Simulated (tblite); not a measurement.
# C7H13NSi2: the cost of one run

Computed with tblite 0.8.0 and PySCF 2.14.0, with density-fitted response routines of our own, on a single molecule in the gas phase. Atoms are numbered from 0 throughout.

## 1. The starting structure

23 atoms, charge 0, multiplicity 1; geometry from: force field or distance geometry start.

Bonds of the start (Å): C0–C1 1.34, C1–C2 1.50, C2–C3 1.52, C3–C4 1.36, C4–Si5 1.88, Si5–N6 1.68, N6–Si7 1.68, Si5–C8 1.87, C8–C9 1.34, C9–C3 1.45, C0–H10 1.08, C0–H11 1.08, C1–H12 1.10, C2–H13 1.09, C2–H14 1.09, C4–H15 1.08, Si5–H16 1.47, N6–H17 1.01, Si7–H18 1.48, Si7–H19 1.48, Si7–H20 1.48, C8–H21 1.08, C9–H22 1.09.

## 2. Geometry optimisation with GFN2-xTB

What the job is given:

```
{"job": {"kind": "relax", "xc": "GFN2-xTB", "basis": "xTB"}, "charge": 0, "multiplicity": 1}
C      3.865300     1.409500     0.468600
C      2.848600     0.667300     0.935500
C      2.426000    -0.652900     0.357600
C      0.981200    -0.612300    -0.096800
C     -0.034500    -1.285600     0.510200
Si    -1.664900    -0.985300    -0.375900
N     -2.641900    -0.059400     0.630900
Si    -4.128100     0.230400    -0.094400
C     -0.716100     0.079000    -1.581000
C      0.582300     0.143900    -1.266000
H      4.427500     1.110300    -0.403300
H      4.118700     2.347100     0.949100
H      2.304300     1.005900     1.833700
H      2.562600    -1.427700     1.112800
H      3.050600    -0.924100    -0.491100
H      0.018700    -1.914700     1.387400
H     -2.263600    -2.210800    -0.925300
H     -2.177400     0.810200     0.833800
H     -4.848600    -1.047600    -0.322100
H     -3.917100     0.967900    -1.357400
H     -4.912600     1.087000     0.829400
H     -1.205000     0.569300    -2.414900
H      1.319300     0.719600    -1.827800
```

The run is started by

```bash
$ OMP_NUM_THREADS=1 python probes_run.py task.json out
```

This one command runs all jobs of the session in turn.

Q: Estimate the wall time of this first job on 1 thread of Arm Neoverse N1, shared host.

About 1.9 s.
